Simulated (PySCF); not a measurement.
# [Dy(BH4)3(H2O)]−: structure and properties

What shape and bonds does [Dy(BH4)3(H2O)]− have? It is relaxed from a template within its point group. The structure is generated, not taken from experiment.

The runs use PySCF 2.14.0; PBE0, Dy lcecp-0-SVP with ECP56, B def2-SVP, H def2-SVP, O def2-SVP; scalar-relativistic core potentials, no spin–orbit coupling.

1 further run of the same task is left out (for a known fault of the program). Runs told in other sessions of the task aren't counted.

## (1) The system as given

19 atoms, charge -1, spin multiplicity 1.

Bond lengths: Dy1–B2 2.611 Å, Dy1–H4 2.491 Å, Dy1–H5 2.491 Å, Dy1–H6 2.491 Å, Dy1–B7 2.611 Å, Dy1–H9 2.491 Å, Dy1–H10 2.491 Å, Dy1–H11 2.491 Å, Dy1–B12 2.611 Å, Dy1–H14 2.492 Å, Dy1–H15 2.492 Å, Dy1–H16 2.492 Å, Dy1–O17 2.607 Å, B2–H3 1.200 Å, B2–H4 1.250 Å, B2–H5 1.250 Å, B2–H6 1.250 Å, B7–H8 1.200 Å and more. Angles: B2–Dy1–H4 28.2°, B2–Dy1–H5 28.2°, B2–Dy1–H6 28.2°, B2–Dy1–B7 109.5°, B2–Dy1–H9 94.1°, B2–Dy1–H10 137.7°, B2–Dy1–H11 94.1°, B2–Dy1–B12 109.5°, B2–Dy1–H14 121.1°, B2–Dy1–H15 121.1°, B2–Dy1–H16 81.2°, B2–Dy1–O17 109.5°, H4–Dy1–H5 48.4°, H4–Dy1–H6 48.4°, H4–Dy1–B7 94.1°, H4–Dy1–H9 90.9°, H4–Dy1–H10 119.5°, H4–Dy1–H11 71.3° and more.

Geometry (Å):

```xyz
19

Dy    0.00000    0.00000    0.00000
B     1.50740    1.50740    1.50740
H     2.20030    2.20030    2.20030
H     1.74850    0.30480    1.74850
H     1.74850    1.74850    0.30480
H     0.30480    1.74850    1.74850
B    -1.50740   -1.50740    1.50740
H    -2.20030   -2.20030    2.20030
H    -1.74850   -0.30480    1.74850
H    -1.74850   -1.74850    0.30480
H    -0.30480   -1.74850    1.74850
B     1.50740   -1.50740   -1.50740
H     2.20030   -2.20030   -2.20030
H     0.78610   -2.22980   -0.78610
H     0.78610   -0.78610   -2.22980
H     2.22980   -0.78610   -0.78610
O    -1.50540    1.50540   -1.50540
H    -1.30160    2.39050   -1.84610
H    -2.39050    1.30160   -1.84610
```

Formal oxidation states: Dy +2. Each metal's 10 4f electrons lie in its core potential, so multiplicities, spins and levels count the valence alone.

## (2) SCF at the start, singlet

run.py (the lines that set the calculation)

```python
mol = gto.M(atom='''
Dy     0.00000     0.00000     0.00000
B      1.50740     1.50740     1.50740
H      2.20030     2.20030     2.20030
H      1.74850     0.30480     1.74850
H      1.74850     1.74850     0.30480
H      0.30480     1.74850     1.74850
B     -1.50740    -1.50740     1.50740
H     -2.20030    -2.20030     2.20030
H     -1.74850    -0.30480     1.74850
H     -1.74850    -1.74850     0.30480
H     -0.30480    -1.74850     1.74850
B      1.50740    -1.50740    -1.50740
H      2.20030    -2.20030    -2.20030
H      0.78610    -2.22980    -0.78610
H      0.78610    -0.78610    -2.22980
H      2.22980    -0.78610    -0.78610
O     -1.50540     1.50540    -1.50540
H     -1.30160     2.39050    -1.84610
H     -2.39050     1.30160    -1.84610''',
    basis={'Dy': 'lcecp-0-SVP', 'B': 'def2-SVP', 'H': 'def2-SVP', 'O': 'def2-SVP'},
    ecp={'Dy': 'lcecp-0-SVP'},
    charge=-1, spin=0)
mf = dft.RKS(mol, xc='PBE0')
mf.grids.atom_grid = (50, 194)  # f atoms: unpruned, at least (60, 302)
mf = mf.density_fit()  # fitting sets: Dy AutoAux, B def2-universal-JKFIT, H def2-universal-JKFIT, O def2-universal-JKFIT
mf.conv_tol = 1e-08; mf.max_cycle = 55
mf.kernel(dm0)  # dm0: free metal ions and neutral atoms
```

Launch:

```console
$ OMP_NUM_THREADS=4 python run.py
```

What it wrote:

```text
init E= -195.039124244804
cycle= 1 E= -188.358254050659  delta_E= 6.68  |g|= 1.54  |ddm|= 4.04
cycle= 2 E= -188.278907114101  delta_E= 0.0793  |g|= 1.81  |ddm|= 2.72
cycle= 3 E= -188.89820190835  delta_E= -0.619  |g|= 0.116  |ddm|= 1.23
cycle= 4 E= -188.901188350947  delta_E= -0.00299  |g|= 0.0525  |ddm|= 0.279
cycle= 5 E= -188.901979844295  delta_E= -0.000791  |g|= 0.0112  |ddm|= 0.0893
cycle= 6 E= -188.902022858655  delta_E= -4.3e-05  |g|= 0.00219  |ddm|= 0.0161
cycle= 7 E= -188.90202432424  delta_E= -1.47e-06  |g|= 0.000597  |ddm|= 0.00308
cycle= 8 E= -188.902024446609  delta_E= -1.22e-07  |g|= 4.26e-05  |ddm|= 0.000942
cycle= 9 E= -188.902024447274  delta_E= -6.65e-10  |g|= 1.62e-05  |ddm|= 0.000133
Extra cycle  E= -188.902024447313  delta_E= -3.88e-11  |g|= 1.21e-05  |ddm|= 6.29e-05
converged SCF energy = -188.902024447313
```

Wall time 5.4 s (4 threads of Arm Neoverse V1, shared host); peak memory 1.1 GiB.

Read off: E = -188.902024 Eh, frontier levels not given, since the 4f levels lie in the core, Mulliken charge on Dy1 +0.23 e. 

## (3) Relaxation, singlet

Steps are kept in the start's point group, Cs.

run.py (the lines that set the calculation)

```python
mol = gto.M(atom='''
Dy     0.02270    -0.02270     0.02271
B      1.53010     1.48470     1.53011
H      2.22300     2.17760     2.22301
H      1.77120     0.28210     1.77121
H      1.77120     1.72580     0.32751
H      0.32750     1.72580     1.77121
B     -1.48470    -1.53010     1.53011
H     -2.17760    -2.22300     2.22301
H     -1.72580    -0.32750     1.77121
H     -1.72580    -1.77120     0.32751
H     -0.28210    -1.77120     1.77121
B      1.53010    -1.53010    -1.48469
H      2.22300    -2.22300    -2.17759
H      0.80880    -2.25250    -0.76339
H      0.80880    -0.80880    -2.20709
H      2.25250    -0.80880    -0.76339
O     -1.48270     1.48270    -1.48269
H     -1.27890     2.36780    -1.82339
H     -2.36780     1.27890    -1.82339''',
    basis={'Dy': 'lcecp-0-SVP', 'B': 'def2-SVP', 'H': 'def2-SVP', 'O': 'def2-SVP'},
    ecp={'Dy': 'lcecp-0-SVP'},
    charge=-1, spin=0)
mf = dft.RKS(mol, xc='PBE0')
mf.grids.atom_grid = (50, 194)  # f atoms: unpruned, at least (60, 302)
mf = mf.density_fit()  # fitting sets: Dy AutoAux, B def2-universal-JKFIT, H def2-universal-JKFIT, O def2-universal-JKFIT
mf.conv_tol = 1e-08; mf.max_cycle = 55
mf.kernel(dm0)  # dm0: an SCF of this state at this start
# quasi-Newton relaxation in Cartesian coordinates to a largest gradient under 0.00045 Eh/bohr, steps kept in the point group
```

Launch:

```console
$ OMP_NUM_THREADS=4 python run.py
```

The driver keeps no SCF log for this step, only its results.

Run time: 4.3 min. Hardware: 4 threads of Arm Neoverse V1, shared host.

Along the way: (not every step is listed)

```csv
step,energy from step 1 (eV),largest force component (eV/Å)
1,0.0000,0.3892
2,-0.0781,0.2768
3,-0.1420,0.2852
4,-0.1813,0.2820
5,-0.2367,0.2917
6,-0.2873,0.5302
7,-0.3169,0.8614
8,-0.3423,0.2510
9,-0.3554,0.1764
11,-0.3853,0.2524
13,-0.4065,0.2241
15,-0.4136,0.1670
17,-0.4227,0.1680
19,-0.4269,0.4299
21,-0.4332,0.0673
23,-0.4430,0.1809
25,-0.4466,0.0644
27,-0.4484,0.0488
29,-0.4505,0.0289
31,-0.4511,0.0248
32,-0.4512,0.0279
33,-0.4514,0.0381
34,-0.4517,0.0476
35,-0.4520,0.0401
36,-0.4521,0.0217
37,-0.4521,0.0122
```

Close pairs (by a distance rule), those that changed most:

```csv
bond,before (Å),after (Å),change (Å)
Dy1–B12,2.611,2.704,+0.093
Dy1–H15,2.492,2.573,+0.081
Dy1–B2,2.611,2.678,+0.067
Dy1–B7,2.611,2.678,+0.067
Dy1–H5,2.491,2.525,+0.033
Dy1–H10,2.491,2.525,+0.033
Dy1–H14,2.492,2.524,+0.032
Dy1–H16,2.492,2.524,+0.032
```

It ends in Cs at E = -188.918640 Eh.

## (4) The relaxed geometry turned into its symmetry frame

run.py (the lines that set the calculation)

```python
mol = gto.M(atom='''
Dy     0.09063    -0.09063     0.13255
B      1.39434     1.99421     1.19375
H      1.99719     2.93596     1.68804
H      1.97690     0.91387     1.43695
H      1.32296     2.10533    -0.04969
H      0.23344     1.91548     1.64085
B     -1.99421    -1.39434     1.19375
H     -2.93596    -1.99719     1.68804
H     -1.91548    -0.23344     1.64085
H     -2.10533    -1.32296    -0.04969
H     -0.91387    -1.97690     1.43695
B      1.23895    -1.23895    -2.02910
H      1.77196    -1.77196    -2.99244
H      0.64588    -2.07670    -1.32279
H      0.39460    -0.39460    -2.40418
H      2.07670    -0.64588    -1.32279
O     -1.37054     1.37054    -1.43921
H     -0.72150     1.79946    -2.01216
H     -1.79946     0.72150    -2.01216''',
    basis={'Dy': 'lcecp-0-SVP', 'B': 'def2-SVP', 'H': 'def2-SVP', 'O': 'def2-SVP'},
    ecp={'Dy': 'lcecp-0-SVP'},
    charge=-1, spin=0)
mf = dft.RKS(mol, xc='PBE0')
mf.grids.atom_grid = (50, 194)  # f atoms: unpruned, at least (60, 302)
mf = mf.density_fit()  # fitting sets: Dy AutoAux, B def2-universal-JKFIT, H def2-universal-JKFIT, O def2-universal-JKFIT
mf.conv_tol = 1e-08; mf.max_cycle = 55
mf.kernel(dm0)  # dm0: free metal ions and neutral atoms
```

Launch:

```console
$ OMP_NUM_THREADS=4 python run.py
```

What it wrote:

```text
init E= -194.990780877743
cycle= 1 E= -188.176815595392  delta_E= 6.81  |g|= 1.75  |ddm|= 4.32
cycle= 2 E= -188.038877327432  delta_E= 0.138  |g|= 2.09  |ddm|= 3.45
cycle= 3 E= -188.911245065327  delta_E= -0.872  |g|= 0.143  |ddm|= 1.59
cycle= 4 E= -188.917027320586  delta_E= -0.00578  |g|= 0.071  |ddm|= 0.394
cycle= 5 E= -188.918570101914  delta_E= -0.00154  |g|= 0.0143  |ddm|= 0.122
cycle= 6 E= -188.918635953044  delta_E= -6.59e-05  |g|= 0.00329  |ddm|= 0.0187
cycle= 7 E= -188.918639444521  delta_E= -3.49e-06  |g|= 0.000635  |ddm|= 0.00521
cycle= 8 E= -188.918639588688  delta_E= -1.44e-07  |g|= 6.25e-05  |ddm|= 0.00105
cycle= 9 E= -188.91863959033  delta_E= -1.64e-09  |g|= 1.07e-05  |ddm|= 0.000176
Extra cycle  E= -188.91863959035  delta_E= -2.05e-11  |g|= 8.04e-06  |ddm|= 3.03e-05
converged SCF energy = -188.91863959035
```

Wall time 4.1 s (4 threads of Arm Neoverse V1, shared host).

Read off: E = -188.918640 Eh, frontier levels not given, since the 4f levels lie in the core, Mulliken charge on Dy1 +0.28 e. 

## (5) Harmonic vibrations

Edit run.py (the lines that set the calculation) of step 4 so:

```diff
@@ -26,3 +26,4 @@
 mf = mf.density_fit()  # fitting sets: Dy AutoAux, B def2-universal-JKFIT, H def2-universal-JKFIT, O def2-universal-JKFIT
-mf.conv_tol = 1e-08; mf.max_cycle = 55
-mf.kernel(dm0)  # dm0: free metal ions and neutral atoms
+mf.conv_tol = 1e-10; mf.max_cycle = 55
+mf.kernel(dm0)  # dm0: the density of the relaxed state
+# Hessian and dipole derivatives by central differences of gradients, 0.02 bohr
```

Launch:

```console
$ OMP_NUM_THREADS=4 python run.py
```

No log is kept here; the results follow.

Run time: 7.8 min. Hardware: 4 threads of Arm Neoverse V1, shared host.

Point group Cs; negative numbers are unstable modes, and those under 60 cm⁻¹ are near the numerical noise:

```csv
cm⁻¹,km/mol,symmetry
-139,50.5,a''
-83,0.1,a''
69,17.5,a'
86,17.5,a'
86,2.5,a''
97,24.7,a''
102,5.1,a'
110,87.2,a'
124,9.5,a''
214,13.2,a'
312,139.3,a'
321,179.4,a''
329,14.2,a'
367,0.5,a'
373,0.0,a''
395,2.2,a''
398,3.4,a'
403,2.1,a'
409,0.6,a''
468,376.4,a'
480,11.0,a''
1075,0.0,a''
1077,1.2,a'
1078,18.2,a''
1079,4.4,a''
1079,29.1,a'
1080,50.2,a'
1141,97.9,a'
1148,155.4,a''
1154,14.8,a'
1223,0.8,a''
1223,0.3,a'
1227,1.9,a'
1228,0.7,a''
1230,0.2,a''
1231,1.7,a'
1613,88.9,a'
2283,93.1,a''
2286,142.1,a'
2298,118.9,a'
2298,0.8,a''
2303,362.1,a'
2319,50.5,a''
2326,410.8,a'
2336,304.1,a'
2344,295.5,a''
2497,364.8,a'
2500,453.3,a''
2504,27.1,a'
3838,37.8,a'
3930,93.0,a''
```

## (6) Displaced along the imaginary mode

No symmetry is imposed.

run.py (the lines that set the calculation)

```python
mol = gto.M(atom='''
Dy     0.08768    -0.09359     0.13255
B      1.38550     2.00661     1.17863
H      1.98547     2.95379     1.66586
H      1.97845     0.93146     1.41645
H      1.30311     2.11670    -0.06550
H      0.22896     1.92028     1.63500
B     -1.98181    -1.40318     1.20887
H     -2.91813    -2.00892     1.71022
H     -1.91068    -0.23792     1.64669
H     -2.09397    -1.34281    -0.03389
H     -0.89628    -1.97535     1.45746
B      1.23637    -1.24153    -2.02910
H      1.77024    -1.77367    -2.99244
H      0.68094    -2.08623    -1.29948
H      0.35965    -0.42954    -2.40418
H      2.06717    -0.61082    -1.34609
O     -1.35555     1.38553    -1.43921
H     -0.69051     1.99462    -1.85902
H     -1.60430     0.75249    -2.16530''',
    basis={'Dy': 'lcecp-0-SVP', 'B': 'def2-SVP', 'H': 'def2-SVP', 'O': 'def2-SVP'},
    ecp={'Dy': 'lcecp-0-SVP'},
    charge=-1, spin=0)
mf = dft.RKS(mol, xc='PBE0')
mf.grids.atom_grid = (50, 194)  # f atoms: unpruned, at least (60, 302)
mf = mf.density_fit()  # fitting sets: Dy AutoAux, B def2-universal-JKFIT, H def2-universal-JKFIT, O def2-universal-JKFIT
mf.conv_tol = 1e-08; mf.max_cycle = 55
mf.kernel(dm0)  # dm0: an SCF of this state at this start
# quasi-Newton relaxation in Cartesian coordinates to a largest gradient under 0.00045 Eh/bohr, steps kept in the point group
```

Launch:

```console
$ OMP_NUM_THREADS=4 python run.py
```

No log is kept here; the results follow.

Wall time 6.7 min (4 threads of Arm Neoverse V1, shared host).

Step by step: (not every step is listed)

```csv
step,energy from step 1 (eV),largest force component (eV/Å)
1,0.0000,1.4280
2,-0.0392,0.1886
3,-0.0411,0.0471
4,-0.0419,0.0509
5,-0.0445,0.3474
6,-0.0469,0.3828
7,-0.0585,0.2114
8,-0.0683,0.5010
9,-0.0771,0.3160
12,-0.1152,0.2639
15,-0.1301,0.5770
18,-0.1505,0.2908
21,-0.1576,0.0501
24,-0.1603,0.0783
27,-0.1620,0.0418
30,-0.1633,0.0437
33,-0.1645,0.0565
36,-0.1657,0.0400
39,-0.1678,0.0459
42,-0.1699,0.0433
45,-0.1719,0.0525
48,-0.1726,0.0301
49,-0.1728,0.0269
50,-0.1729,0.0249
51,-0.1730,0.0157
52,-0.1731,0.0103
53,-0.1732,0.0074
```

Close pairs (by a distance rule), those that changed most:

```csv
bond,before (Å),after (Å),change (Å)
Dy1–H18,2.989,2.766,-0.223
Dy1–H19,2.976,2.778,-0.199
Dy1–H5,2.530,2.656,+0.125
Dy1–H16,2.524,2.638,+0.114
Dy1–H15,2.573,2.523,-0.050
Dy1–B2,2.681,2.726,+0.045
Dy1–H10,2.519,2.495,-0.024
O17–H19,0.995,0.972,-0.023
```

It ends in C1 at E = -188.923721 Eh.

```xyz
19
B3DyH14O
Dy   -0.1525   -0.1917    0.0393
B     1.1339    1.9614    1.1067
H     1.6876    2.8931    1.6706
H     1.4735    0.8736    1.6179
H     1.4504    1.9211   -0.0999
H    -0.1062    2.0600    1.1969
B    -1.9610   -1.5533    1.4352
H    -2.7935   -2.1755    2.0767
H    -2.0635   -0.3247    1.6344
H    -2.0910   -1.7535    0.2098
H    -0.7998   -1.8929    1.7535
B     0.9553   -1.2333   -2.2132
H     1.4272   -1.7783   -3.1993
H     1.3389   -1.8035   -1.1699
H    -0.2914   -1.2704   -2.2376
H     1.3225   -0.0420   -2.1428
O    -0.6908    1.6713   -1.6881
H    -0.0771    2.2673   -1.2251
H    -0.1301    1.2292   -2.3475
```

## (7) Properties on a finer grid

run.py (the lines that set the calculation)

```python
mol = gto.M(atom='''
Dy    -0.15247    -0.19174     0.03926
B      1.13388     1.96143     1.10674
H      1.68764     2.89312     1.67060
H      1.47348     0.87355     1.61786
H      1.45036     1.92112    -0.09989
H     -0.10616     2.06001     1.19691
B     -1.96101    -1.55334     1.43522
H     -2.79352    -2.17552     2.07674
H     -2.06346    -0.32468     1.63439
H     -2.09101    -1.75346     0.20976
H     -0.79979    -1.89286     1.75347
B      0.95528    -1.23329    -2.21319
H      1.42719    -1.77828    -3.19933
H      1.33887    -1.80348    -1.16994
H     -0.29142    -1.27044    -2.23756
H      1.32246    -0.04195    -2.14279
O     -0.69076     1.67127    -1.68807
H     -0.07715     2.26729    -1.22515
H     -0.13010     1.22916    -2.34753''',
    basis={'Dy': 'lcecp-0-SVP', 'B': 'def2-SVP', 'H': 'def2-SVP', 'O': 'def2-SVP'},
    ecp={'Dy': 'lcecp-0-SVP'},
    charge=-1, spin=0)
mf = dft.RKS(mol, xc='PBE0')
mf.grids.atom_grid = (75, 302)  # f atoms: unpruned, at least (60, 302)
mf = mf.density_fit()  # fitting sets: Dy AutoAux, B def2-universal-JKFIT, H def2-universal-JKFIT, O def2-universal-JKFIT
mf.conv_tol = 1e-09; mf.max_cycle = 55
mf.kernel(dm0)  # dm0: the density of the relaxed state
```

Launch:

```console
$ OMP_NUM_THREADS=4 python run.py
```

What it wrote:

```text
init E= -188.923700025221
cycle= 1 E= -188.923700030373  delta_E= -5.15e-09  |g|= 6.77e-05  |ddm|= 0.000637
cycle= 2 E= -188.923700030343  delta_E= 2.99e-11  |g|= 7.23e-05  |ddm|= 0.000183
cycle= 3 E= -188.923700031932  delta_E= -1.59e-09  |g|= 8.77e-06  |ddm|= 8.26e-05
cycle= 4 E= -188.923700031949  delta_E= -1.69e-11  |g|= 1.69e-06  |ddm|= 9.08e-06
Extra cycle  E= -188.923700031948  delta_E= 7.39e-13  |g|= 2.2e-06  |ddm|= 4.2e-06
converged SCF energy = -188.923700031948
```

It took 9.9 s on 4 threads of Arm Neoverse V1, shared host.

It gives: E = -188.923700 Eh, frontier levels not given, since the 4f levels lie in the core, Mulliken charge on Dy1 +0.39 e, largest force component 0.007 eV/Å. 

Löwdin charges:

Dy1 0.34; B2 -0.49; H3 -0.03; H4 0.01; H5 -0.01; H6 0.01; B7 -0.47; H8 -0.03; H9 0.01; H10 0.01; H11 0.01; B12 -0.49; H13 -0.03; H14 0.01; H15 0.01; H16 -0.01; O17 -0.06; H18 0.11; H19 0.11

Mulliken charges: Dy1 +0.39, B2 -0.38, H3 -0.06, H4 -0.02, H5 -0.07, H6 -0.00, B7 -0.34, H8 -0.07, H9 -0.02, H10 -0.01, H11 -0.03, B12 -0.37, H13 -0.06, H14 -0.02, H15 +0.00, H16 -0.07, O17 -0.29, H18 +0.22, H19 +0.22 e.

Contacts (the nearest donor of each ligand) and Mayer bond orders:

```csv
contact,distance (Å),bond order
Dy1–H4 (BH4),2.504,0.15
Dy1–H9 (BH4),2.493,0.16
Dy1–H14 (BH4),2.507,0.15
Dy1–O17 (H2O),2.597,0.30
```

Mulliken populations of Dy1 outside the core potential: s 2.30, p 6.38, d 0.91, f 0.02.

## (8) Results

```
                                                              quantity                                                           value
                                                 state and point group                                      singlet in the valence, C1
                                                 first geometry: modes                                   -139 to 3930 cm⁻¹, 2 unstable
first geometry: strongest infrared band (modes within 1.5 cm⁻¹ summed)                                          2500 cm⁻¹ (453 km/mol)
                                                 metal–ligand contacts                                                  2.49 to 2.60 Å
                                                       frontier levels  frontier levels not given, since the 4f levels lie in the core
                                       dipole about the centre of mass                                                          2.56 D
```

**Reading.** At the first geometry 2 modes are unstable, so this structure is a saddle point; the molecule was then pushed along the lowest one and relaxed again. The metal carries +0.34 e by Löwdin's partition against a formal +2, and bond orders to the nearest donors reach 0.30. Both measures hang on the basis. Leaving the first, Cs structure gained 0.14 eV and gave C1. No vibrations are shown for the final structure, so this session doesn't show it to be a minimum. One start shape was tried, so another isomer may lie lower. The bases are small and lack diffuse functions. Spin–orbit coupling is left out. The core potential fixes the 4f count, so no charge can pass from the ligands into that shell.
